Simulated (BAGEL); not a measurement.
# HF/3-21G (density fitting with qzvpp-jkfit) run of B2P2H6 (SMILES BPBP)

Aim: the vertical singlet–triplet gap of B2P2H6 at HF/3-21G (density fitting with qzvpp-jkfit), from 2 runs. 

The calculation is run with BAGEL 1.2.2.

### Step 1. Starting point

The species is B2P2H6 (10 atoms), meant as a singlet with charge 0. SMILES: `BPBP`. Geometry: relaxed at GFN2-xTB. This is one conformer, not always the lowest.

Bond lengths: B1–P2 1.798 Å, P2–B3 1.812 Å, B3–P4 1.885 Å, B1–H5 1.168 Å, B1–H6 1.170 Å, P2–H7 1.377 Å, B3–H8 1.173 Å, P4–H9 1.383 Å, P4–H10 1.385 Å. Some angles: B1–P2–B3 123.3°, P2–B3–P4 123.0°, B1–P2–H7 115.0°, B3–P2–H7 113.4°, P2–B1–H5 120.7°, P2–B1–H6 117.9°, P2–B3–H8 117.7°, P4–B3–H8 118.6°, B3–P4–H9 99.1°, B3–P4–H10 100.4°.

### Step 2. A single-point energy at HF/3-21G (density fitting with qzvpp-jkfit)

Input file job.json:

```json
{ "bagel": [

{
  "title": "molecule",
  "basis": "3-21g",
  "df_basis": "qzvpp-jkfit",
  "angstrom": true,
  "geometry": [
    { "atom": "B", "xyz": [      -1.539920,      -0.280620,      -1.770220 ] },
    { "atom": "P", "xyz": [       0.044050,      -0.262260,      -0.919050 ] },
    { "atom": "B", "xyz": [       0.209190,      -0.417920,       0.878540 ] },
    { "atom": "P", "xyz": [       1.765700,       0.086200,       1.815540 ] },
    { "atom": "H", "xyz": [      -1.649170,       0.186760,      -2.834970 ] },
    { "atom": "H", "xyz": [      -2.437990,      -0.815410,      -1.245130 ] },
    { "atom": "H", "xyz": [       1.001670,       0.548600,      -1.487180 ] },
    { "atom": "H", "xyz": [      -0.626570,      -1.006690,       1.454000 ] },
    { "atom": "H", "xyz": [       1.175780,       0.674760,       2.918790 ] },
    { "atom": "H", "xyz": [       2.057270,       1.286590,       1.189660 ] }
  ]
},

{
  "title": "hf"
},

{
  "title": "print",
  "file": "orbitals.molden",
  "orbitals": true
}

]}
```

The run is started by

```console
$ BAGEL_NUM_THREADS=1 BAGEL job.json > job.out
```

Standard output:

```text
* using 1 threads per process

  ===============================================================
  ===============================================================

  *** Geometry ***

  { "atom" : "B", "xyz" : [     -2.910027,     -0.530295,     -3.345231 ] },
  { "atom" : "P", "xyz" : [      0.083242,     -0.495600,     -1.736753 ] },
  { "atom" : "B", "xyz" : [      0.395312,     -0.789754,      1.660200 ] },
  { "atom" : "P", "xyz" : [      3.336689,      0.162894,      3.430873 ] },
  { "atom" : "H", "xyz" : [     -3.116480,      0.352925,     -5.357317 ] },
  { "atom" : "H", "xyz" : [     -4.607133,     -1.540902,     -2.352955 ] },
  { "atom" : "H", "xyz" : [      1.892882,      1.036704,     -2.810363 ] },
  { "atom" : "H", "xyz" : [     -1.184046,     -1.902368,      2.747662 ] },
  { "atom" : "H", "xyz" : [      2.221902,      1.275112,      5.515714 ] },
  { "atom" : "H", "xyz" : [      3.887677,      2.431303,      2.248132 ] },

  Number of auxiliary basis functions:      514

  Since a DF basis is specified, we compute 2- and 3-index integrals:
    o Being stored without compression. Storage requirement is 0.013 GB

  Number of basis functions:       56
  Number of electrons      :       46

    * METHOD: MOLECULE                             0.21

  *** RHF ***

  === Nuclear Repulsion ===
   169.2429743270

      * DIIS with orbital gradients will be used.

  === RHF iteration (3-21g) ===
      0       -730.46447348          0.01047345           0.04
      1       -730.51577784          0.00252501           0.04
      2       -730.51987920          0.00052895           0.04
      3       -730.52009609          0.00018755           0.04
      4       -730.52012976          0.00006179           0.04
      5       -730.52013398          0.00001792           0.04
      6       -730.52013430          0.00000618           0.04
      7       -730.52013434          0.00000217           0.04
      8       -730.52013434          0.00000070           0.04
      9       -730.52013434          0.00000021           0.04
     10       -730.52013434          0.00000007           0.04
     11       -730.52013434          0.00000003           0.04
     12       -730.52013434          0.00000001           0.04
     13       -730.52013434          0.00000000           0.04
    * SCF iteration converged.

    * Permanent dipole moment:
           (    0.273327,    -0.505588,     0.066008) a.u.

    * METHOD: HF                                   0.65

    * METHOD: PRINT                                0.01

  ===============================================================
```

Wall time 1 s (1 thread of Intel Xeon at 2.60GHz (Ice Lake), shared host); peak memory 0.098 GiB.

### Step 3. The triplet at the same level

Input file input.json:

```json
{ "bagel" : [

{
  "title" : "molecule",
  "basis" : "3-21g",
  "df_basis" : "qzvpp-jkfit",
  "angstrom" : true,
  "geometry" : [
    { "atom" : "B", "xyz" : [   -1.539920,   -0.280620,   -1.770220 ] },
    { "atom" : "P", "xyz" : [    0.044050,   -0.262260,   -0.919050 ] },
    { "atom" : "B", "xyz" : [    0.209190,   -0.417920,    0.878540 ] },
    { "atom" : "P", "xyz" : [    1.765700,    0.086200,    1.815540 ] },
    { "atom" : "H", "xyz" : [   -1.649170,    0.186760,   -2.834970 ] },
    { "atom" : "H", "xyz" : [   -2.437990,   -0.815410,   -1.245130 ] },
    { "atom" : "H", "xyz" : [    1.001670,    0.548600,   -1.487180 ] },
    { "atom" : "H", "xyz" : [   -0.626570,   -1.006690,    1.454000 ] },
    { "atom" : "H", "xyz" : [    1.175780,    0.674760,    2.918790 ] },
    { "atom" : "H", "xyz" : [    2.057270,    1.286590,    1.189660 ] }
  ]
},
{
  "title" : "uhf",
  "charge" : 0,
  "nopen" : 2
},
{
  "title" : "print",
  "file" : "orbitals.molden",
  "orbitals" : true
}

]}
```

The run is started by

```console
$ BAGEL_NUM_THREADS=1 BAGEL input.json > input.out
```

Standard output:

```text
* using 1 threads per process

  ===============================================================
  ===============================================================

  *** Geometry ***

  { "atom" : "B", "xyz" : [     -2.910027,     -0.530295,     -3.345231 ] },
  { "atom" : "P", "xyz" : [      0.083242,     -0.495600,     -1.736753 ] },
  { "atom" : "B", "xyz" : [      0.395312,     -0.789754,      1.660200 ] },
  { "atom" : "P", "xyz" : [      3.336689,      0.162894,      3.430873 ] },
  { "atom" : "H", "xyz" : [     -3.116480,      0.352925,     -5.357317 ] },
  { "atom" : "H", "xyz" : [     -4.607133,     -1.540902,     -2.352955 ] },
  { "atom" : "H", "xyz" : [      1.892882,      1.036704,     -2.810363 ] },
  { "atom" : "H", "xyz" : [     -1.184046,     -1.902368,      2.747662 ] },
  { "atom" : "H", "xyz" : [      2.221902,      1.275112,      5.515714 ] },
  { "atom" : "H", "xyz" : [      3.887677,      2.431303,      2.248132 ] },

  Number of auxiliary basis functions:      514

  Since a DF basis is specified, we compute 2- and 3-index integrals:
    o Being stored without compression. Storage requirement is 0.013 GB

  Number of basis functions:       56
  Number of electrons      :       46

    * METHOD: MOLECULE                             0.21

  *** Open-shell HF ***

  === Nuclear Repulsion ===
   169.2429743270

      * DIIS with orbital gradients will be used.

  === UHF iteration (3-21g) ===
      0       -730.29499594          0.02250381           0.08
      1       -730.36044498          0.00686110           0.08
      2       -730.36850140          0.00250168           0.09
      3       -730.37144335          0.00205055           0.08
      4       -730.37381447          0.00162881           0.08
      5       -730.37659452          0.00144693           0.08
      6       -730.38094096          0.00155551           0.09
      7       -730.38086479          0.00079728           0.08
      8       -730.38144263          0.00046767           0.08
      9       -730.38164624          0.00027050           0.08
     10       -730.38171303          0.00019646           0.09
     11       -730.38175373          0.00013156           0.08
     12       -730.38177131          0.00012497           0.08
     13       -730.38179186          0.00011582           0.08
     14       -730.38180609          0.00011045           0.09
     15       -730.38190622          0.00011198           0.08
     16       -730.38193945          0.00010483           0.08
     17       -730.38194066          0.00010608           0.08
     18       -730.38194045          0.00010558           0.09
     19       -730.38202052          0.00009684           0.08
     20       -730.38209489          0.00008500           0.09
     21       -730.38216676          0.00007456           0.08
     22       -730.38220793          0.00019435           0.09
     23       -730.38220825          0.00007837           0.08
     24       -730.38222554          0.00003266           0.08
     25       -730.38223011          0.00000727           0.08
     26       -730.38223019          0.00000449           0.09
     27       -730.38223020          0.00000355           0.08
     28       -730.38223024          0.00000126           0.08
     29       -730.38223024          0.00000059           0.08
     30       -730.38223024          0.00000023           0.09
     31       -730.38223024          0.00000011           0.08
     32       -730.38223024          0.00000004           0.08
     33       -730.38223024          0.00000002           0.08
     34       -730.38223024          0.00000001           0.09
    * SCF iteration converged.

    * S^2 (UHF) is 2.0140

    * Permanent dipole moment:
           (   -0.909082,    -0.388574,    -0.107280) a.u.

    * METHOD: UHF                                  3.00

    * METHOD: PRINT                                0.01

  ===============================================================
```

Run time: 3.6 s. Hardware: 1 thread of Intel Xeon at 2.60GHz (Ice Lake), shared host; peak memory 0.097 GiB.

### Step 4. Results

Level: HF/3-21G (density fitting with qzvpp-jkfit).

```
                                        quantity          value
                           singlet: total energy  -730.52013 Eh
                          singlet: dipole moment         1.47 D
                            singlet: HOMO energy       -9.33 eV
                            singlet: LUMO energy        1.37 eV
                          singlet: HOMO–LUMO gap       10.71 eV
                           triplet: total energy  -730.38223 Eh
                          triplet: dipole moment         2.53 D
                                   triplet: ⟨S²⟩          2.014
vertical energy of the triplet above the singlet       3.753 eV
```

What this shows: At this shape the triplet lies 3.75 eV (87 kcal/mol) above the singlet.
